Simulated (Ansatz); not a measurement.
# C2H9GaGeO: small, medium and large basis sets

One table from this session's results is given with a row withheld; the runs are named, their logs left out.

Method: one geometry, several basis sets; program: Ansatz 0.2.0, Gaussian basis.

Levels to be run: PBE0-D4/def2-SVP; ωB97M-V/def2-SVP; PBE0-D4/def2-QZVPP; ωB97M-V/def2-QZVPP; the functionals' def2-TZVPP values are taken from earlier runs.

## The relaxed structure

All runs share one geometry, relaxed beforehand with PBE0-D4 in a triple-zeta def2 set.

SMILES `[CH3][GeH2][O][CH2][GaH2]`, 14 atoms, charge 0, spin multiplicity 1.

Atoms are counted from 1 here; the program's logs count them from 0.

Bond lengths: C1–Ge2 1.941 Å, C1–H6 1.092 Å, C1–H7 1.090 Å, C1–H8 1.091 Å, Ge2–O3 1.801 Å, Ge2–H9 1.542 Å, Ge2–H10 1.535 Å, O3–C4 1.460 Å, C4–Ga5 1.968 Å, C4–H11 1.093 Å, C4–H12 1.091 Å, Ga5–H13 1.566 Å, Ga5–H14 1.568 Å. Angles: Ge2–C1–H6 110.2°, Ge2–C1–H7 110.0°, Ge2–C1–H8 110.0°, H6–C1–H7 108.9°, H6–C1–H8 108.6°, H7–C1–H8 109.0°, C1–Ge2–O3 107.8°, C1–Ge2–H9 111.9°, C1–Ge2–H10 113.8°, O3–Ge2–H9 106.7°, O3–Ge2–H10 104.1°, H9–Ge2–H10 112.0°, Ge2–O3–C4 119.6°, O3–C4–Ga5 79.2°, O3–C4–H11 111.8°, O3–C4–H12 110.4°, Ga5–C4–H11 118.1°, Ga5–C4–H12 122.2° and more.

As a file:

| atom | x (Å) | y (Å) | z (Å) |
| --- | --- | --- | --- |
| C1 | -1.9929 | 1.0573 | 0.7719 |
| Ge2 | -0.5785 | 1.0902 | -0.5574 |
| O3 | 0.7768 | 0.0752 | 0.0569 |
| C4 | 0.5938 | -1.3664 | 0.1936 |
| Ga5 | 2.4762 | -1.2852 | -0.3759 |
| H6 | -2.8465 | 1.6451 | 0.4296 |
| H7 | -1.6312 | 1.4735 | 1.7125 |
| H8 | -2.3224 | 0.0313 | 0.9402 |
| H9 | -1.0286 | 0.4655 | -1.8930 |
| H10 | 0.0523 | 2.4756 | -0.7550 |
| H11 | -0.1437 | -1.7516 | -0.5160 |
| H12 | 0.3065 | -1.6172 | 1.2152 |
| H13 | 3.5879 | -1.0322 | 0.6974 |
| H14 | 2.7503 | -1.2610 | -1.9200 |

The first run:

Input file in.yaml:

```yaml
crystal:
  periodic: [false, false, false]
  atoms:
    - {symbol: C, position_ang: [-1.992922, 1.057280, 0.771941]}
    - {symbol: Ge, position_ang: [-0.578472, 1.090210, -0.557379]}
    - {symbol: O, position_ang: [0.776819, 0.075163, 0.056902]}
    - {symbol: C, position_ang: [0.593759, -1.366439, 0.193559]}
    - {symbol: Ga, position_ang: [2.476215, -1.285242, -0.375915]}
    - {symbol: H, position_ang: [-2.846530, 1.645133, 0.429583]}
    - {symbol: H, position_ang: [-1.631226, 1.473514, 1.712490]}
    - {symbol: H, position_ang: [-2.322440, 0.031253, 0.940248]}
    - {symbol: H, position_ang: [-1.028579, 0.465548, -1.892957]}
    - {symbol: H, position_ang: [0.052346, 2.475576, -0.754983]}
    - {symbol: H, position_ang: [-0.143688, -1.751615, -0.516041]}
    - {symbol: H, position_ang: [0.306519, -1.617218, 1.215227]}
    - {symbol: H, position_ang: [3.587945, -1.032197, 0.697360]}
    - {symbol: H, position_ang: [2.750254, -1.260957, -1.920043]}
basis:
  gaussian: {orbitals: def2-SVP}
hamiltonian: {xc: pbe0, dispersion: d4}
output: {orbitals: {seedname: orbitals}}
```

Launch:

```console
> ansatz run in.yaml --threads 4 --pin off --events-out ev --progress --plain --max-ram 10444MiB
```

Among the steps run: PBE0-D4 in def2-SVP; ωB97M-V in def2-SVP; PBE0-D4 in def2-QZVPP; ωB97M-V in def2-QZVPP.

One table of the session follows, with a row left open; its other results are not shown here.

It belongs to the step «Functionals by basis». 

```
functional       basis  HOMO (eV)
   PBE0-D4    def2-SVP      -6.88
   PBE0-D4  def2-TZVPP      -6.90
   PBE0-D4  def2-QZVPP      -6.90
   ωB97M-V    def2-SVP          ?
   ωB97M-V  def2-TZVPP      -9.13
   ωB97M-V  def2-QZVPP      -9.13
```

Estimate the missing values for ωB97M-V, def2-SVP.

As computed: HOMO (eV): -9.09. In the column «HOMO (eV)» it lies between ωB97M-V, def2-QZVPP (-9.13) and PBE0-D4, def2-TZVPP (-6.90).
